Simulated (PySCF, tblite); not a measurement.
# C3H7ClO2Si+ (doublet): geometry, infrared bands and EPR parameters

What infrared bands and EPR parameters should C3H7ClO2Si+ (doublet) (`[CH2+][CH]O[Si@H](Cl)OC`) show?

Computed with tblite 0.8.0 and PySCF 2.14.0, with density-fitted response routines of our own, on a single molecule in the gas phase. Atoms are numbered from 0 throughout.

**1. Starting geometry**

14 atoms, charge 1, multiplicity 2; geometry from: force field or distance geometry start.

Bonds of the start (Å): C0–C1 1.50, C1–O2 1.39, O2–Si3 1.75, Si3–Cl4 2.10, Si3–O5 1.70, O5–C6 1.39, C0–H7 1.08, C0–H8 1.09, C1–H9 1.10, Si3–H10 1.45, C6–H11 1.10, C6–H12 1.10, C6–H13 1.11.

**2. Geometry optimisation with GFN2-xTB**

The job: settings as JSON, then the geometry in Å.

```
{"job": {"kind": "relax", "xc": "GFN2-xTB", "basis": "xTB"}, "charge": 1, "multiplicity": 2}
C      2.857500    -0.412000    -0.264400
C      2.035200     0.710100     0.285000
O      0.994200     0.279400     1.103600
Si    -0.494800     0.775700     0.334100
Cl    -0.630600     2.872800     0.442800
O     -1.743400     0.060900     1.240100
C     -2.469200    -0.884200     0.529000
H      3.867700    -0.183300    -0.577000
H      2.399600    -1.394900    -0.328000
H      1.595000     1.299700    -0.527400
H     -0.429800     0.320600    -1.041700
H     -1.923400    -1.836500     0.566800
H     -2.602900    -0.577300    -0.514400
H     -3.455700    -1.031600     1.012200
```

Started as:

```bash
OMP_NUM_THREADS=1 python probes_run.py task.json out
```

One launch serves the whole session: the jobs run in the order shown.

Output:

```text
step      E/eV     max force
  0    -650.53301    5.700
  1    -651.38402    3.011
  2    -651.78517    2.044
  3    -651.97580    1.264
  4    -652.15907    1.390
  5    -652.25452    1.128
  6    -652.41305    1.178
  7    -652.52101    1.133
  8    -652.64116    0.818
  9    -652.71083    0.697
 10    -652.77236    0.572
 11    -652.82114    0.803
 12    -652.89365    0.943
 13    -652.96435    0.799
 14    -653.02502    0.650
 15    -653.06581    0.964
 16    -653.09555    0.526
 17    -653.12498    0.539
 18    -653.14079    0.314
 19    -653.15397    0.323
 20    -653.17251    0.411
 21    -653.19043    0.380
 22    -653.20782    0.304
 23    -653.22118    0.333
 24    -653.23709    0.463
 25    -653.26556    0.666
 26    -653.30178    0.695
 27    -653.33050    0.441
 28    -653.35100    0.283
 29    -653.35958    0.245
 30    -653.36766    0.249
 31    -653.37336    0.199
 32    -653.37675    0.193
 33    -653.37939    0.131
 34    -653.38224    0.133
 35    -653.38475    0.118
 36    -653.38709    0.129
 37    -653.38930    0.127
 38    -653.39167    0.111
 39    -653.39420    0.106
 40    -653.39705    0.152
 41    -653.40002    0.153
 42    -653.40253    0.150
 43    -653.40438    0.109
 44    -653.40594    0.119
 45    -653.40785    0.127
 46    -653.41069    0.172
 47    -653.41369    0.146
 48    -653.41611    0.147
 49    -653.41790    0.129
 50    -653.41952    0.105
 51    -653.42088    0.082
 52    -653.42157    0.081
 53    -653.42217    0.076
 54    -653.42264    0.058
 55    -653.42302    0.059
 56    -653.42331    0.045
 57    -653.42362    0.050
 58    -653.42405    0.058
 59    -653.42454    0.075
 60    -653.42499    0.068
 61    -653.42541    0.044
 62    -653.42587    0.045
 63    -653.42631    0.055
 64    -653.42675    0.066
 65    -653.42723    0.060
 66    -653.42771    0.056
 67    -653.42816    0.058
 68    -653.42860    0.074
 69    -653.42911    0.105
 70    -653.42971    0.103
 71    -653.43032    0.074
 72    -653.43088    0.059
 73    -653.43147    0.081
 74    -653.43219    0.098
 75    -653.43339    0.119
 76    -653.43485    0.097
 77    -653.43611    0.064
 78    -653.43662    0.109
 79    -653.43700    0.090
 80    -653.43735    0.044
 81    -653.43778    0.040
 82    -653.43819    0.048
 83    -653.43828    0.034
 84    -653.43839    0.028
 85    -653.43849    0.023
 86    -653.43861    0.023
 87    -653.43869    0.019
 88    -653.43874    0.015
 89    -653.43878    0.016
 90    -653.43881    0.017
 91    -653.43885    0.018
 92    -653.43889    0.015
 93    -653.43892    0.012
 94    -653.43895    0.015
 95    -653.43897    0.015
 96    -653.43899    0.012
 97    -653.43903    0.011
 98    -653.43907    0.016
 99    -653.43911    0.019
100    -653.43916    0.016
101    -653.43921    0.016
102    -653.43926    0.014
103    -653.43931    0.015
104    -653.43934    0.014
105    -653.43936    0.012
106    -653.43938    0.010
107    -653.43939    0.007
```

It took 0.83 s on 1 thread of Arm Neoverse V1, shared host.

Step by step: (not every step is listed)

| step | energy from step 0 (eV) | largest force (eV/Å) |
| --- | --- | --- |
| 0 | 0.0000 | 5.6997 |
| 1 | -0.8510 | 3.0110 |
| 2 | -1.2522 | 2.0439 |
| 3 | -1.4428 | 1.2643 |
| 4 | -1.6261 | 1.3897 |
| 5 | -1.7215 | 1.1275 |
| 6 | -1.8800 | 1.1777 |
| 7 | -1.9880 | 1.1333 |
| 8 | -2.1082 | 0.8179 |
| 17 | -2.5920 | 0.5392 |
| 26 | -2.7688 | 0.6945 |
| 35 | -2.8517 | 0.1178 |
| 44 | -2.8729 | 0.1188 |
| 53 | -2.8892 | 0.0755 |
| 62 | -2.8929 | 0.0452 |
| 71 | -2.8973 | 0.0741 |
| 80 | -2.9043 | 0.0437 |
| 89 | -2.9058 | 0.0164 |
| 98 | -2.9061 | 0.0158 |
| 102 | -2.9062 | 0.0136 |
| 103 | -2.9063 | 0.0146 |
| 104 | -2.9063 | 0.0139 |
| 105 | -2.9063 | 0.0123 |
| 106 | -2.9064 | 0.0104 |
| 107 | -2.9064 | 0.0075 |

Close pairs (by a distance rule), those that changed most:

| bond | before (Å) | after (Å) | change (Å) |
| --- | --- | --- | --- |
| C0–C1 | 1.496 | 1.361 | -0.134 |
| Si3–Cl4 | 2.104 | 1.973 | -0.131 |
| Si3–O5 | 1.700 | 1.593 | -0.108 |
| C1–O2 | 1.393 | 1.301 | -0.091 |
| O2–Si3 | 1.748 | 1.669 | -0.079 |
| C6–H13 | 1.108 | 1.096 | -0.012 |
| Si3–H10 | 1.451 | 1.459 | +0.008 |
| C1–H9 | 1.096 | 1.088 | -0.008 |

The next job starts from the end point, and lists it.

**3. Infrared spectrum with GFN2-xTB**

The job: settings as JSON, then the geometry in Å.

```
{"job": {"kind": "ir", "xc": "GFN2-xTB", "basis": "xTB"}, "charge": 1, "multiplicity": 2}
C      2.965608    -0.470238    -0.146676
C      1.998815     0.458358     0.090592
O      0.745444     0.220284    -0.165874
Si    -0.714060     1.028858    -0.175756
Cl    -0.609378     2.804202     0.678618
O     -1.748615     0.163576     0.671122
C     -2.513033    -1.002000     0.700650
H      3.994309    -0.271354     0.100301
H      2.721065    -1.425301    -0.585462
H      2.246378     1.431437     0.509871
H     -0.920310     0.971104    -1.618773
H     -1.874004    -1.883229     0.800029
H     -3.141460    -1.079839    -0.187385
H     -3.151437    -0.946332     1.589655
```

Output:

```text
mode    cm-1     km/mol
  1      40.3      4.22
  2      71.9      1.15
  3      78.4      1.48
  4      89.2      2.11
  5      96.7      2.95
  6     124.4      1.23
  7     211.6     13.75
  8     243.8     15.47
  9     257.4     35.87
 10     404.7      8.18
 11     511.3     27.38
 12     529.2     54.05
 13     546.0      7.83
 14     630.0     26.32
 15     677.6      4.55
 16     760.5     20.38
 17     868.3      5.86
 18     876.5     22.67
 19     973.0     14.89
 20    1067.9     19.53
 21    1093.6     47.39
 22    1144.7    102.32
 23    1237.1     10.49
 24    1274.8     84.21
 25    1323.9    107.23
 26    1363.8     62.38
 27    1379.5    106.47
 28    1413.6    104.99
 29    1483.5    270.52
 30    2231.8     30.86
 31    2926.9    107.18
 32    2956.4     65.06
 33    2991.4      6.12
 34    2999.8      5.39
 35    3094.4     83.04
 36    3146.3     18.50
```

It took 0.51 s on 1 thread of Arm Neoverse V1, shared host.

Which atoms move in the most intense modes:

| cm⁻¹ | km/mol | atoms |
| --- | --- | --- |
| 1145 | 102.3 | O5 51 %, C6 26 % |
| 1275 | 84.2 | H9 64 %, H8 13 % |
| 1324 | 107.2 | H7 35 %, H8 21 %, C1 20 %, H9 18 % |
| 1380 | 106.5 | H13 37 %, H11 36 %, H12 14 % |
| 1414 | 105.0 | H11 46 %, H12 38 % |
| 1484 | 270.5 | C1 40 %, C0 39 % |
| 2927 | 107.2 | H13 89 % |
| 3094 | 83.0 | H8 68 %, H7 27 % |

**4. g tensor and hyperfine couplings: B3LYP/pcH-1**

Settings changed since step 3:

```diff
@@ -1,2 +1,2 @@
-{"job": {"kind": "ir", "xc": "GFN2-xTB", "basis": "xTB"}, "charge": 1, "multiplicity": 2}
+{"job": {"kind": "epr", "basis": "pcH-1"}, "charge": 1, "multiplicity": 2}
 C      2.965608    -0.470238    -0.146676
```

Level: UKS B3LYP, pcH-1 on C Cl H O Si, non-relativistic, mean-field spin-orbit, GIAO.

Output:

```text
UKS, coarse grid
  cycle   1  E = -1018.31877665  |g| = 6.68e-01
  cycle   2  E = -1017.32109785  |g| = 1.56e+00
  cycle   3  E = -1018.42147407  |g| = 3.39e-01
  cycle   4  E = -1018.47178710  |g| = 9.00e-02
  cycle   5  E = -1018.47328796  |g| = 7.57e-02
  cycle   6  E = -1018.47559943  |g| = 1.69e-02
  cycle   7  E = -1018.47575301  |g| = 7.61e-03
  cycle   8  E = -1018.47579133  |g| = 3.50e-03
  cycle   9  E = -1018.47580218  |g| = 1.40e-03
  cycle  10  E = -1018.47580259  |g| = 4.40e-04
UKS, final grid
  cycle   1  E = -1018.47581846  |g| = 6.74e-04
  cycle   2  E = -1018.47581799  |g| = 1.30e-03
  cycle   3  E = -1018.47581865  |g| = 1.40e-04
  cycle   4  E = -1018.47581866  |g| = 2.82e-05
E = -1018.47581866 Eh   <S^2> = 0.7560 (exact 0.7500)
g shifts (ppm)      1          2          3
  rmc          -197       -197       -197
  gc              6         43         44
  oz_so         413       2395       3271
  total         222       2241       3118
hyperfine (MHz)  atom isotope    a_iso     a_fc   dipolar eigenvalues
    0   13C      44.16      44.29    -50.98    -49.93    100.91
    1   13C     -18.60     -18.69    -13.04     -7.61     20.65
    2   17O     -24.15     -23.89    -85.33     42.20     43.13
    3  29Si      19.11      19.13     -1.95      0.53      1.42
    4  35Cl       0.28       0.17     -1.61     -1.50      3.11
    5   17O      -1.81      -1.63    -16.91      8.42      8.49
    6   13C      -2.15      -2.18     -0.98     -0.39      1.37
    7    1H     -42.51     -42.51    -23.99     -3.66     27.65
    8    1H     -40.83     -40.83    -22.30     -4.22     26.52
    9    1H     -10.35     -10.37     -6.97     -5.09     12.06
   10    1H      56.82      56.82     -2.61      0.17      2.44
   11    1H      14.17      14.16     -1.43      0.05      1.38
   12    1H      -0.30      -0.30     -0.90     -0.42      1.32
   13    1H      15.65      15.65     -1.09     -0.62      1.71
```

Run time: 77 s. Hardware: 1 thread of Arm Neoverse V1, shared host; peak memory 0.9 GiB.

Principal g values 2.00254, 2.00456, 2.00544; g(iso) = 2.00418, against 2.00232 for a free electron.

Hyperfine couplings; where a row names several nuclei, a(iso) is their mean (it holds for fast rotation or exchange) and the dipolar term the largest among them:

| nuclei | isotope | a(iso) (MHz) | a(iso) (G, at g = 2.0023) | largest dipolar term (MHz) |
| --- | --- | --- | --- | --- |
| H10 | 1H | 56.8 | 20.3 | -2.6 |
| C0 | 13C | 44.2 | 15.8 | 100.9 |
| H7, H8 | 1H | -41.7 | -14.9 | 27.7 |
| O2 | 17O | -24.1 | -8.6 | -85.3 |
| Si3 | 29Si | 19.1 | 6.8 | -1.9 |
| C1 | 13C | -18.6 | -6.6 | 20.7 |
| H9 | 1H | -10.3 | -3.7 | 12.1 |
| H11, H12, H13 | 1H | 9.8 | 3.5 | 1.7 |
| C6 | 13C | -2.2 | -0.8 | 1.4 |
| O5 | 17O | -1.8 | -0.6 | -16.9 |
| Cl4 | 35Cl | 0.3 | 0.1 | 3.1 |

Mulliken spin populations:

C0 0.63; C1 0.10; O2 0.24; Si3 -0.01; Cl4 0.01; O5 0.05; C6 0.00; H7 -0.03; H8 -0.03; H9 -0.01; H10 0.03; H11 0.01; H12 0.00; H13 0.01

In first order the couplings over 0.8 MHz of 1H give 48 distinct lines over 64.3 G, if the averaged nuclei exchange fast.

Orbitals, density, ELF and potential are computed afterwards from the orbital file.

ELF in a plane through or near 6 of the atoms.

Ten even steps from '0' (0.00) to '9' (1.00):
```
0000000000000000000000000000
0000000000000000000000000000
0000000000012455410000000000
0000000000047888841000000000
0000000000168815862000000000
0000000000057714740000000000
0000000596003788500000000000
0000000799601311256400000000
0000000399636501778600000000
0000562244277725857423100000
0005998586477603778376300000
0008999447325400034567400000
0004998665100000299932100000
0000121476200001999920000000
0000000143000000699810000000
0000000000000000012100000000
0000000000000000000000000000
0000000000000000000000000000
0000000000000000000000000000
0000000000000000000000000000
```
The map spans 13.0 Å across and 10.9 Å up, centred on the molecule. Atoms in the plane (x, y in Å): C0 (-2.9, -0.8), C1 (-2.0, 0.2), O5 (1.8, 0.4), C6 (2.7, -0.7), H7 (-3.9, -0.8), H11 (2.1, -1.7).

On the surface of density 0.002 e/bohr³ the electrostatic potential runs, from the 1st to the 99th percentile, from 2.77 V near O5 to 6.07 V near H9.

The spin density lies nearest to C0 43 %; O2 22 %; C1 12 %; H8 6 %.

**5. Outcome**

| quantity | value |
| --- | --- |
| strongest single infrared mode (GFN2-xTB) | 1484 cm⁻¹, 271 km/mol |
| zero-point energy (GFN2-xTB) | 58.8 kcal/mol |
| g(iso) (B3LYP) | 2.00418 |
| ⟨S²⟩ | 0.756 (exact 0.75) |
| largest a(iso) (averaged by class) | 1H on H10, 56.8 MHz |

What this shows: The optimisation took 107 steps and gained 2.906 eV; among the close pairs (by a distance rule), C0–C1 changed most, from 1.496 to 1.361 Å. All 36 modes are real, so the xTB geometry is a minimum. The strongest single mode, at 1484 cm⁻¹, moves mainly C1 and C0. GFN2-xTB is a fitted tight-binding method: band positions and strengths are rough. Its intensities can rank the bands wrongly. The largest share of the spin, 0.63 e, sits on C0. The isotropic g lies 1.9 ppt above the free-electron value.
